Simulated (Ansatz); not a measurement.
# C3H11AsSi: small, medium and large basis sets

The task here is to estimate one member of a computed series from the others.

Method: one geometry, several basis sets; program: Ansatz 0.2.0, Gaussian basis.

Plan: PBE0-D4/def2-SVP; ωB97M-V/def2-SVP; PBE0-D4/def2-QZVPP; ωB97M-V/def2-QZVPP; the functionals' def2-TZVPP values are taken from earlier runs.

### The relaxed structure

The geometry comes from an earlier relaxation with PBE0-D4 in a triple-zeta def2 set; it is a stationary point, not always the lowest conformer.

SMILES `CC(C)[AsH][SiH3]`, 16 atoms, charge 0, spin multiplicity 1.

Atoms are counted from 1 here; the program's logs count them from 0.

Bond lengths: C1–C2 1.516 Å, C1–H6 1.096 Å, C1–H7 1.094 Å, C1–H8 1.092 Å, C2–C3 1.521 Å, C2–As4 1.998 Å, C2–H9 1.096 Å, C3–H10 1.092 Å, C3–H11 1.095 Å, C3–H12 1.094 Å, As4–Si5 2.361 Å, As4–H13 1.526 Å, Si5–H14 1.488 Å, Si5–H15 1.489 Å, Si5–H16 1.487 Å. Angles: C2–C1–H6 110.4°, C2–C1–H7 111.0°, C2–C1–H8 112.5°, H6–C1–H7 107.6°, H6–C1–H8 107.6°, H7–C1–H8 107.6°, C1–C2–C3 111.6°, C1–C2–As4 115.1°, C1–C2–H9 109.4°, C3–C2–As4 107.9°, C3–C2–H9 108.9°, As4–C2–H9 103.5°, C2–C3–H10 112.0°, C2–C3–H11 110.4°, C2–C3–H12 111.0°, H10–C3–H11 108.0°, H10–C3–H12 107.8°, H11–C3–H12 107.4° and more.

Set-up of the first run:

in.yaml

```yaml
crystal:
  periodic: [false, false, false]
  atoms:
    - {symbol: C, position_ang: [0.596136, -1.231030, -0.261370]}
    - {symbol: C, position_ang: [0.803375, 0.246845, 0.007099]}
    - {symbol: C, position_ang: [1.808510, 0.856957, -0.957875]}
    - {symbol: As, position_ang: [-0.855251, 1.359462, -0.049578]}
    - {symbol: Si, position_ang: [-2.266161, 0.051183, 1.319239]}
    - {symbol: H, position_ang: [1.554308, -1.761890, -0.232098]}
    - {symbol: H, position_ang: [0.158911, -1.391326, -1.250930]}
    - {symbol: H, position_ang: [-0.063312, -1.699820, 0.471380]}
    - {symbol: H, position_ang: [1.167674, 0.383331, 1.031319]}
    - {symbol: H, position_ang: [1.986115, 1.914178, -0.749724]}
    - {symbol: H, position_ang: [2.767736, 0.333140, -0.892411]}
    - {symbol: H, position_ang: [1.459727, 0.773713, -1.991615]}
    - {symbol: H, position_ang: [-1.405860, 0.757954, -1.339450]}
    - {symbol: H, position_ang: [-2.504147, -1.336347, 0.838251]}
    - {symbol: H, position_ang: [-1.652182, -0.020420, 2.673709]}
    - {symbol: H, position_ang: [-3.578481, 0.741670, 1.428456]}
basis:
  gaussian: {orbitals: def2-SVP}
hamiltonian: {xc: pbe0, dispersion: d4}
output: {orbitals: {seedname: orbitals}}
```

Started as:

```
$ ansatz run in.yaml --threads 4 --pin off --events-out ev --progress --plain --max-ram 11315MiB
```

Among the steps run: PBE0-D4 in def2-SVP; ωB97M-V in def2-SVP; PBE0-D4 in def2-QZVPP; ωB97M-V in def2-QZVPP.

One of the session's tables, all rows but one given; the rest of the session is left out.

It belongs to the step «Density functionals: the series». 

| functional | basis | HOMO (eV) | LUMO (eV) |
| --- | --- | --- | --- |
| PBE0-D4 | def2-SVP | -6.87 | 0.41 |
| PBE0-D4 | def2-TZVPP | -6.89 | 0.15 |
| PBE0-D4 | def2-QZVPP | ? | ? |
| ωB97M-V | def2-SVP | -8.94 | 2.27 |
| ωB97M-V | def2-TZVPP | -8.98 | 1.82 |
| ωB97M-V | def2-QZVPP | -9.00 | 1.42 |

Q: Estimate the row for PBE0-D4, def2-QZVPP from the others.

**Answer.** HOMO (eV): -6.92; LUMO (eV): 0.00. In the column «HOMO (eV)» it lies between ωB97M-V, def2-SVP (-8.94) and PBE0-D4, def2-TZVPP (-6.89).
